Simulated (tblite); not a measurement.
# C3H9F3SSi2: the cost of one run

The runs use tblite 0.8.0 and PySCF 2.14.0, with density-fitted response routines of our own; the level of theory stands in each step. All values are computed, except where a source is named. Atoms count from 0, in the outputs and in this text.

## Step 1: The starting structure

18 atoms, charge 0, multiplicity 1; geometry from: force field or distance geometry start.

Bonds of the start (Å): F0–C1 1.40, C1–F2 1.39, C1–F3 1.38, C1–S4 1.82, S4–C5 1.81, C5–C6 1.51, C6–Si7 1.86, C6–Si8 1.87, C5–H9 1.13, C5–H10 1.09, C6–H11 1.11, Si7–H12 1.48, Si7–H13 1.48, Si7–H14 1.45, Si8–H15 1.48, Si8–H16 1.47, Si8–H17 1.47.

## Step 2: Geometry optimisation with GFN2-xTB

Job settings and geometry (Å):

```
{"job": {"kind": "relax", "xc": "GFN2-xTB", "basis": "xTB"}, "charge": 0, "multiplicity": 1}
F      3.412200    -2.171800    -0.097400
C      2.674400    -0.979000    -0.054000
F      2.371200    -0.788500     1.293600
F      3.428000     0.054000    -0.585800
S      1.198800    -1.269000    -1.072300
C      0.122800     0.180200    -1.144100
C     -0.443300     0.383000     0.243100
Si    -1.540200     1.882300     0.178500
Si    -1.371300    -1.163400     0.743900
H      0.719900     1.115500    -1.352000
H     -0.661400     0.088400    -1.902300
H      0.405100     0.520700     0.941700
H     -2.704900     1.673200    -0.716600
H     -0.735200     2.951300    -0.446200
H     -2.070300     2.300700     1.466700
H     -2.634200    -0.879500     1.464400
H     -1.731000    -1.885400    -0.488700
H     -0.449400    -2.006300     1.515800
```

Started as:

```console
$ OMP_NUM_THREADS=1 python probes_run.py task.json out
```

This one command runs all jobs of the session in turn.

Q: Estimate the wall time of this first job on 1 thread of Intel Xeon at 2.70GHz, shared host.

About 1.3 s.
